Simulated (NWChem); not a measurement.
# CH2Se (methaneselone) at B3LYP/def2-TZVPP

What is the vertical singlet–triplet gap of CH2Se (methaneselone) at B3LYP/def2-TZVPP? 

Program for the calculation: NWChem 7.3.0.

5 further runs of the same task are left out: 5 set aside as unsound or not needed. Runs told in other sessions of the task aren't counted.

## Step 1: Starting point

The species is CH2Se (4 atoms), meant as a singlet with charge 0. SMILES: `C=[Se]`. The shape is that of a PBE0-D4/def2-TZVP optimisation.

Bond lengths: C1–Se2 1.741 Å, C1–H3 1.087 Å, C1–H4 1.087 Å. Angles: Se2–C1–H3 121.8°, Se2–C1–H4 121.8°, H3–C1–H4 116.4°.

## Step 2: Energy and gradient at B3LYP/def2-TZVPP

ch2se.nw

```
start ch2se
memory stack 880 mb heap 220 mb global 1100 mb
charge 0

geometry units angstroms noautosym nocenter noautoz
 C    -0.129440   -0.027430   -0.068180
 Se    1.384110    0.293380    0.729180
 H    -0.586530   -1.013730   -0.053570
 H    -0.668140    0.747780   -0.607410
end

basis spherical bse
 * library def2-TZVPP
end

dft
 xc b3lyp
 grid fine
 convergence energy 1e-08
 maxiter 100
 mulliken
end

task dft gradient
```

Started as:

```sh
$ nwchem ch2se.nw > ch2se.out
```

Output:

```text
[...]
          Wavefunction type:  closed shell.
          No. of atoms     :     4
          No. of electrons :    42
[...]
          Charge           :     0
          Spin multiplicity:     1
[...]
          AO basis - number of functions:   107
[...]
              XC Information
              --------------
                         B3LYP Method XC Potential
                     Hartree-Fock (Exact) Exchange  0.200
                        Slater Exchange Functional  0.800 local
                    Becke 1988 Exchange Functional  0.720 non-local
              Lee-Yang-Parr Correlation Functional  0.810
                  VWN I RPA Correlation Functional  0.190 local
[...]
 d= 0,ls=0.0,diis     1  -2440.8284295601 -2.52D+03  6.90D-03  6.75D-01     3.6
[...]
 d= 0,ls=0.0,diis    10  -2440.8733606612 -1.52D-09  1.04D-07  2.23D-10    25.4
         Total DFT energy =    -2440.873360661230
      One electron energy =    -3560.193557609894
           Coulomb energy =     1130.040203168537
    Exchange-Corr. energy =      -93.315062936315
 Nuclear repulsion energy =       82.595056716442
[...]
      Total Density - Mulliken Population Analysis
     ---------------------------------------------
    Atom       Charge   Shell Charges
 -----------   ------   -------------------------------------------------------
    1 C    6     6.24   0.86  1.12  0.56  0.64  0.12  1.24  1.24  0.41  0.01  0.06  0.00
    2 Se  34    34.03   2.00  2.00  1.17  0.77  1.08  0.83  6.00  5.92  1.08  2.03  1.07  8.92  1.05  0.06  0.05  0.01
    3 H    1     0.86   0.28  0.45  0.10  0.01  0.03  0.00
    4 H    1     0.86   0.28  0.45  0.10  0.01  0.03  0.00
[...]
  wavefunction    = closed shell
                         DFT ENERGY GRADIENTS
    atom               coordinates                        gradient
                 x          y          z           x          y          z
   1 C      -0.244606  -0.051835  -0.128842    0.007161   0.001523   0.003773
   2 Se      2.615589   0.554408   1.377950   -0.006537  -0.001386  -0.003444
   3 H      -1.108381  -1.915672  -0.101233   -0.000240  -0.001628   0.000326
   4 H      -1.262602   1.413099  -1.147838   -0.000383   0.001491  -0.000654
[...]
```

Run time: 38 s. Hardware: 1 thread of Intel Xeon 6975P-C (Granite Rapids), shared host; peak memory 0.13 GiB.

## Step 3: The triplet: a single-point energy at UB3LYP/def2-TZVPP

geom.xyz

```xyz
4
CH2Se energy
C     -0.129440    -0.027430    -0.068180
Se     1.384110     0.293380     0.729180
H     -0.586530    -1.013730    -0.053570
H     -0.668140     0.747780    -0.607410
```

geom.nw

```
start geom
title "CH2Se energy"
memory 2200 mb
geometry noautosym nocenter noautoz
  load geom.xyz
end
basis spherical bse
  * library def2-TZVPP
end
dft
  xc b3lyp
  mult 3
  grid fine
  convergence energy 1e-08
  iterations 100
  mulliken
end
task dft
```

Started as:

```sh
$ nwchem geom.nw > geom.out
```

Output:

```text
[...]
          Wavefunction type:  spin polarized.
          No. of atoms     :     4
          No. of electrons :    42
[...]
          Charge           :     0
          Spin multiplicity:     3
[...]
          AO basis - number of functions:   107
[...]
              XC Information
              --------------
                         B3LYP Method XC Potential
                     Hartree-Fock (Exact) Exchange  0.200
                        Slater Exchange Functional  0.800 local
                    Becke 1988 Exchange Functional  0.720 non-local
              Lee-Yang-Parr Correlation Functional  0.810
                  VWN I RPA Correlation Functional  0.190 local
[...]
 d= 0,ls=0.0,diis     1  -2440.7901695182 -2.52D+03  2.41D-03  1.39D-01     3.1
[...]
 d= 0,ls=0.0,diis    12  -2440.8196146471 -1.86D-10  3.62D-08  1.82D-11    30.7
[...]
         Total DFT energy =    -2440.819614647078
      One electron energy =    -3559.500162912257
           Coulomb energy =     1129.432863060944
    Exchange-Corr. energy =      -93.347371512207
 Nuclear repulsion energy =       82.595056716442
[...]
      Total Density - Mulliken Population Analysis
     ---------------------------------------------
    Atom       Charge   Shell Charges
 -----------   ------   -------------------------------------------------------
    1 C    6     6.35   0.85  1.12  0.52  0.65  0.12  1.31  1.25  0.48  0.01  0.03  0.00
    2 Se  34    33.88   2.00  2.00  1.17  0.77  1.10  0.82  6.00  5.92  1.06  1.99  0.93  8.92  1.05  0.07  0.07  0.02
    3 H    1     0.89   0.27  0.47  0.11  0.01  0.03  0.00
    4 H    1     0.89   0.27  0.47  0.11  0.01  0.03  0.00
[...]
      <S2> =      2.0061 (Exact =     2.0000)
[...]
```

Wall time 32 s (1 thread of Intel Xeon 6975P-C (Granite Rapids), shared host); peak memory 0.12 GiB.

## Step 4: Summary of results

At B3LYP/def2-TZVPP:

```
                                        quantity           value
                           singlet: total energy  -2440.87336 Eh
                          singlet: dipole moment          1.51 D
                            singlet: HOMO energy        -6.20 eV
                            singlet: LUMO energy        -2.98 eV
                          singlet: HOMO–LUMO gap         3.22 eV
               singlet: largest force on an atom      0.424 eV/Å
                           triplet: total energy  -2440.81961 Eh
                          triplet: dipole moment          0.34 D
     triplet: HOMO energy (highest over α and β)        -4.83 eV
      triplet: LUMO energy (lowest over α and β)        -4.56 eV
                                   triplet: ⟨S²⟩           2.006
vertical energy of the triplet above the singlet        1.463 eV
```

In words: At this shape the triplet lies 1.46 eV (34 kcal/mol) above the singlet. The largest force (singlet) is 0.42 eV/Å: the shape isn't a stationary point for this species at this level. Mulliken charges (singlet) run from -0.24 on C1 to +0.14 on H3; they depend strongly on the basis.
